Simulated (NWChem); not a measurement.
# Si2H4F2 (SMILES F[SiH](F)[SiH3]) at 4 levels

Aim: a comparison of 4 runs (HF/STO-3G, HF/3-21G, B3LYP/6-31G*) of Si2H4F2. 

The results are computed with NWChem 7.3.0.

**1. Starting point**

Si2H4F2: 8 atoms, total charge 0, spin state singlet. SMILES: `F[SiH](F)[SiH3]`. Geometry: relaxed at PBE0-D4/def2-TZVP.

Bond lengths: F1–Si2 1.593 Å, Si2–F3 1.593 Å, Si2–Si4 2.342 Å, Si2–H5 1.482 Å, Si4–H6 1.486 Å, Si4–H7 1.486 Å, Si4–H8 1.485 Å. Some angles: F1–Si2–F3 107.0°, F1–Si2–Si4 109.5°, F3–Si2–Si4 109.5°, F1–Si2–H5 107.3°, F3–Si2–H5 107.3°, Si4–Si2–H5 115.9°, Si2–Si4–H6 109.0°, Si2–Si4–H7 109.1°, Si2–Si4–H8 110.0°, H6–Si4–H7 109.2°.

**2. Energy and forces at HF/STO-3G (run 1)**

The input, f2h4si2.nw:

```
start f2h4si2
memory total 2200 mb

geometry units angstrom noautosym nocenter noautoz
  F        0.971900      -1.046400       1.729500
  Si       1.061800      -0.320500       0.314000
  F        1.618700      -1.392500      -0.725000
  Si      -1.075200       0.372800      -0.346900
  H        2.081000       0.748800       0.431800
  H       -1.595200       1.352300       0.642900
  H       -0.983200       1.025300      -1.679300
  H       -1.987700      -0.796800      -0.422700
end

basis "ao basis" spherical bse
  * library STO-3G
end

scf
  thresh 1e-08
  maxiter 80
end

task scf gradient
```

The run is started by

```bash
$ nwchem f2h4si2.nw > f2h4si2.out
```

Standard output:

```text
[...]
  functions       =    32
[...]
  wavefunction    = RHF
[...]
         Total SCF energy =   -769.650097605396
      One-electron energy =  -1530.239579929705
      Two-electron energy =    533.273172597086
 Nuclear repulsion energy =    227.316309727224
        Time for solution =      1.9s
[...]
                         RHF ENERGY GRADIENTS
    atom               coordinates                        gradient
                 x          y          z           x          y          z
   1 F       1.836625  -1.977409   3.268281   -0.001387   0.011334  -0.016868
   2 Si      2.006511  -0.605657   0.593374    0.015480  -0.049060   0.011042
   3 F       3.058899  -2.631443  -1.370051   -0.008581   0.015158   0.010463
   4 Si     -2.031833   0.704490  -0.655546   -0.003477  -0.004509  -0.000285
   5 H       3.932520   1.415027   0.815984    0.020919   0.017948   0.002982
   6 H      -3.014491   2.555476   1.214905   -0.009070   0.021681   0.023228
   7 H      -1.857979   1.937536  -3.173417    0.004801   0.014267  -0.029413
   8 H      -3.756208  -1.505734  -0.798787   -0.018686  -0.026819  -0.001149
[...]
```

It took 3 s on 1 thread of Intel Xeon Platinum 8259CL at 2.50GHz (Skylake/Cascade Lake), shared host; peak memory 0.1 GiB.

**3. Energy and forces at HF/3-21G (run 2)**

The input, struct.nw:

```
echo
start struct
title "F2H4Si2"
memory 2200 mb
charge 0

geometry units atomic noautosym nocenter noautoz
F      1.83662482    -1.97740942     3.26828133
Si     2.00651120    -0.60565722     0.59337400
F      3.05889968    -2.63144363    -1.37005144
Si    -2.03183353     0.70448990    -0.65554599
H      3.93252007     1.41502692     0.81598374
H     -3.01449111     2.55547664     1.21490493
H     -1.85797873     1.93753620    -3.17341708
H     -3.75620862    -1.50573378    -0.79878723
end

basis spherical bse
F library 3-21G
Si library 3-21G
H library 3-21G
end

scf
thresh 1e-08
maxiter 80
print medium
end

task scf gradient
```

The run is started by

```bash
$ nwchem struct.nw > struct.out
```

Standard output:

```text
[...]
  functions       =    52
[...]
  wavefunction    = RHF
[...]
         Total SCF energy =   -775.020082428185
      One-electron energy =  -1530.930567940529
      Two-electron energy =    528.594192222428
 Nuclear repulsion energy =    227.316293289915
        Time for solution =      2.2s
[...]
                         RHF ENERGY GRADIENTS
    atom               coordinates                        gradient
                 x          y          z           x          y          z
   1 F       1.836625  -1.977409   3.268281    0.001315   0.015710  -0.023923
   2 Si      2.006511  -0.605657   0.593374    0.004250  -0.037992   0.006524
   3 F       3.058900  -2.631444  -1.370051   -0.009337   0.021382   0.016534
   4 Si     -2.031834   0.704490  -0.655546    0.001064  -0.001359   0.000470
   5 H       3.932520   1.415027   0.815984    0.004788   0.001474   0.001054
   6 H      -3.014491   2.555477   1.214905   -0.000818   0.000566   0.000267
   7 H      -1.857979   1.937536  -3.173417   -0.000548   0.000420  -0.000764
   8 H      -3.756209  -1.505734  -0.798787   -0.000714  -0.000199  -0.000161
[...]
```

Run time: 3.3 s. Hardware: 1 thread of Intel Xeon Platinum 8259CL at 2.50GHz (Skylake/Cascade Lake), shared host; peak memory 0.099 GiB.

**4. Energy and gradient at B3LYP/6-31G(d) (spherical functions) (run 3)**

The input, m1.nw:

```
start m1
memory 2200 mb

geometry units angstrom noautosym nocenter noautoz
  F        0.971900      -1.046400       1.729500
  Si       1.061800      -0.320500       0.314000
  F        1.618700      -1.392500      -0.725000
  Si      -1.075200       0.372800      -0.346900
  H        2.081000       0.748800       0.431800
  H       -1.595200       1.352300       0.642900
  H       -0.983200       1.025300      -1.679300
  H       -1.987700      -0.796800      -0.422700
end

basis "ao basis" spherical bse
  * library 6-31G*
end

dft
  xc b3lyp
  grid xfine
  convergence energy 1e-08
  maxiter 100
  mulliken
end

task dft gradient
```

The run is started by

```bash
$ nwchem m1.nw > m1.out
```

Standard output:

```text
[...]
          Wavefunction type:  closed shell.
          No. of atoms     :     8
          No. of electrons :    50
[...]
          Charge           :     0
          Spin multiplicity:     1
[...]
          AO basis - number of functions:    72
[...]
              XC Information
              --------------
                         B3LYP Method XC Potential
                     Hartree-Fock (Exact) Exchange  0.200
                        Slater Exchange Functional  0.800 local
                    Becke 1988 Exchange Functional  0.720 non-local
              Lee-Yang-Parr Correlation Functional  0.810
                  VWN I RPA Correlation Functional  0.190 local
[...]
 d= 0,ls=0.0,diis     1   -781.0979393667 -1.01D+03  1.93D-02  7.12D-01     4.1
[...]
 d= 0,ls=0.0,diis     8   -781.1811841637 -6.66D-10  7.05D-07  3.60D-09    27.7
         Total DFT energy =     -781.181184163743
      One electron energy =    -1536.764132288626
           Coulomb energy =      592.712751862638
    Exchange-Corr. energy =      -64.446113464978
 Nuclear repulsion energy =      227.316309727224
[...]
      Total Density - Mulliken Population Analysis
     ---------------------------------------------
    Atom       Charge   Shell Charges
 -----------   ------   -------------------------------------------------------
    1 F    9     9.38   2.00  0.93  3.32  1.03  2.10  0.01
    2 Si  14    13.04   2.00  2.00  5.96  0.93  1.53  0.11  0.20  0.32
    3 F    9     9.38   2.00  0.93  3.32  1.03  2.10  0.01
    4 Si  14    13.94   2.00  2.00  5.96  1.02  2.03  0.32  0.49  0.12
    5 H    1     1.11   0.52  0.60
    6 H    1     1.05   0.51  0.54
    7 H    1     1.05   0.51  0.54
    8 H    1     1.04   0.51  0.53
[...]
  wavefunction    = closed shell
                         DFT ENERGY GRADIENTS
    atom               coordinates                        gradient
                 x          y          z           x          y          z
   1 F       1.836625  -1.977409   3.268281    0.001075   0.006084  -0.012386
   2 Si      2.006511  -0.605657   0.593374    0.003478  -0.012237   0.002678
   3 F       3.058899  -2.631443  -1.370051   -0.004626   0.009113   0.009273
   4 Si     -2.031833   0.704490  -0.655546   -0.002309  -0.000183  -0.000585
   5 H       3.932520   1.415027   0.815984   -0.000204  -0.002042   0.000234
   6 H      -3.014491   2.555476   1.214905    0.000949  -0.000378   0.000007
   7 H      -1.857979   1.937536  -3.173417    0.000803  -0.000302   0.000552
   8 H      -3.756208  -1.505734  -0.798787    0.000836  -0.000056   0.000228
[...]
```

Run time: 36 s. Hardware: 1 thread of Intel Xeon Platinum 8259CL at 2.50GHz (Skylake/Cascade Lake), shared host; peak memory 0.14 GiB.

**5. Energy and gradient at B3LYP/6-31G(d) (Cartesian functions) (run 4)**

The input, struct.nw:

```
start struct
memory stack 880 mb heap 220 mb global 1100 mb
charge 0
geometry noautosym nocenter noautoz
  F      0.971900    -1.046400     1.729500
  Si     1.061800    -0.320500     0.314000
  F      1.618700    -1.392500    -0.725000
  Si    -1.075200     0.372800    -0.346900
  H      2.081000     0.748800     0.431800
  H     -1.595200     1.352300     0.642900
  H     -0.983200     1.025300    -1.679300
  H     -1.987700    -0.796800    -0.422700
end
basis
  * library 6-31G*
end
dft
  xc b3lyp
  mult 1
  grid xfine
  convergence energy 1e-08
  iterations 100
  mulliken
  noprint "final vectors analysis"
end
task dft gradient
```

The run is started by

```bash
$ nwchem struct.nw > struct.out
```

Standard output:

```text
[...]
          Wavefunction type:  closed shell.
          No. of atoms     :     8
          No. of electrons :    50
[...]
          Charge           :     0
          Spin multiplicity:     1
[...]
          AO basis - number of functions:    76
[...]
              XC Information
              --------------
                         B3LYP Method XC Potential
                     Hartree-Fock (Exact) Exchange  0.200
                        Slater Exchange Functional  0.800 local
                    Becke 1988 Exchange Functional  0.720 non-local
              Lee-Yang-Parr Correlation Functional  0.810
                  VWN I RPA Correlation Functional  0.190 local
[...]
 d= 0,ls=0.0,diis     1   -781.1022630121 -1.01D+03  2.11D-02  8.05D-01     5.1
[...]
 d= 0,ls=0.0,diis     8   -781.1872933181 -7.46D-10  7.92D-07  4.66D-09    30.2
         Total DFT energy =     -781.187293318103
      One electron energy =    -1536.658097737658
           Coulomb energy =      592.562994543270
    Exchange-Corr. energy =      -64.408499850939
 Nuclear repulsion energy =      227.316309727224
[...]
      Total Density - Mulliken Population Analysis
     ---------------------------------------------
    Atom       Charge   Shell Charges
 -----------   ------   -------------------------------------------------------
    1 F    9     9.36   1.99  0.95  3.32  0.93  2.09  0.07
    2 Si  14    13.09   2.00  1.99  5.96  1.02  1.54  0.13  0.21  0.24
    3 F    9     9.36   1.99  0.95  3.32  0.93  2.09  0.07
    4 Si  14    13.94   2.00  1.99  5.96  1.04  2.03  0.32  0.48  0.11
    5 H    1     1.11   0.52  0.59
    6 H    1     1.05   0.51  0.54
    7 H    1     1.05   0.51  0.54
    8 H    1     1.04   0.51  0.53
[...]
  wavefunction    = closed shell
                         DFT ENERGY GRADIENTS
    atom               coordinates                        gradient
                 x          y          z           x          y          z
   1 F       1.836625  -1.977409   3.268281    0.001102   0.005405  -0.011538
   2 Si      2.006511  -0.605657   0.593374    0.003056  -0.010736   0.002355
   3 F       3.058899  -2.631443  -1.370051   -0.004238   0.008241   0.008752
   4 Si     -2.031833   0.704490  -0.655546   -0.002244  -0.000148  -0.000573
   5 H       3.932520   1.415027   0.815984   -0.000242  -0.002019   0.000221
   6 H      -3.014491   2.555476   1.214905    0.000938  -0.000367   0.000024
   7 H      -1.857979   1.937536  -3.173417    0.000803  -0.000296   0.000530
   8 H      -3.756208  -1.505734  -0.798787    0.000825  -0.000080   0.000228
[...]
```

Wall time 38 s (1 thread of Intel Xeon Platinum 8259CL at 2.50GHz (Skylake/Cascade Lake), shared host); peak memory 0.14 GiB.

**6. Overview of the runs**

| run | level | iteration cap | module | energy (Eh) | dipole moment (D) | HOMO energy (eV) | LUMO energy (eV) | wall time |
| --- | --- | --- | --- | --- | --- | --- | --- | --- |
| 1 | HF/STO-3G | 80 | scf | -769.650098 | 1.40 | -8.38 | 10.34 | 3 s |
| 2 | HF/3-21G | 80 | scf | -775.020082 | 2.27 | -11.60 | 3.37 | 3.3 s |
| 3 | B3LYP/6-31G* (spherical functions) | 100 | dft | -781.181184 | 1.54 | -8.22 | -0.13 | 36 s |
| 4 | B3LYP/6-31G* (Cartesian functions) | 100 | dft | -781.187293 | 1.55 | – | – | 38 s |

**7. What came out**

| quantity | value |
| --- | --- |
| run 4: total energy | -781.18729 Eh |
| run 4: dipole moment | 1.55 D |
| run 4: largest force on an atom | 0.658 eV/Å |

**Reading.** The dipole moment (its size) runs from 1.40 D (HF/STO-3G) to 2.27 D (HF/3-21G). Over runs 1, 2, 3 the HOMO–LUMO gap runs from 8.09 eV (B3LYP/6-31G*) to 18.72 eV (HF/STO-3G). The two ends differ in method and basis. In run 1 the basis is minimal, so the values are rough. All runs together took 80 s, the longest 38 s.
